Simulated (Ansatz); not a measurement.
Predict the output of the script below (the Python package of Ansatz (0.2.0)).

Script `cas_f2zn.py`:
```python
'''Static correlation in F2Zn: natural occupations of an active space.'''

import ansatz as az

GEOMETRY = '''
F    -1.45150    0.63580   -0.73370
Zn    0.14480    0.12400    0.09560
F     1.29580   -0.82460    0.62490
'''


def main() -> None:
    molecule = az.Crystal.molecule()
    for line in GEOMETRY.strip().splitlines():
        symbol, *xyz = line.split()
        molecule = molecule.atom(symbol, [float(v) for v in xyz])

    model = (
        molecule.calculation()
        .basis(gaussian='def2-SVP')
        .correlation(active_electrons=4, active_orbitals=4)
    )
    for method in [None, 'sc_nevpt2']:
        r = (model if method is None else model.correlation(method)).run().report
        space = r['configurations']
        state = space['states'][0]
        print(method or 'casscf', f'total {r["free_energy_ev"] / 27.211386246:.6f} Ha, active-space state {state["energy"]["hartree"]:.6f} Ha, mean field {r["reference_energy_ev"] / 27.211386246:.6f} Ha')
        print('  determinants', state['n_determinants'], ' natural occupations', [round(n, 3) for n in space['natural_occupations']])


if __name__ == '__main__':
    main()
```

Output of `python cas_f2zn.py`:
```text
casscf total -1976.347493 Ha, active-space state -1976.347493 Ha, mean field -1976.294960 Ha
  determinants 36  natural occupations [1.985, 1.975, 0.025, 0.015]
sc_nevpt2 total -1977.022377 Ha, active-space state -1976.347492 Ha, mean field -1976.294960 Ha
  determinants 20  natural occupations [1.985, 1.975, 0.025, 0.015]
```

Notes:
- Total energies depend on the basis set; only differences at equal settings carry meaning.
- The geometry is a force-field or estimated start, not a minimum of this method, and the basis set is short of its limit. The active space starts as a window about the frontier orbitals and is then optimised, not chosen by chemistry.
- Finished in 25 s on 1 thread of Arm Neoverse V1 (shared host), peak memory 0.19 GiB.

(Lines on the test bed's own set-up are left out of the output.)
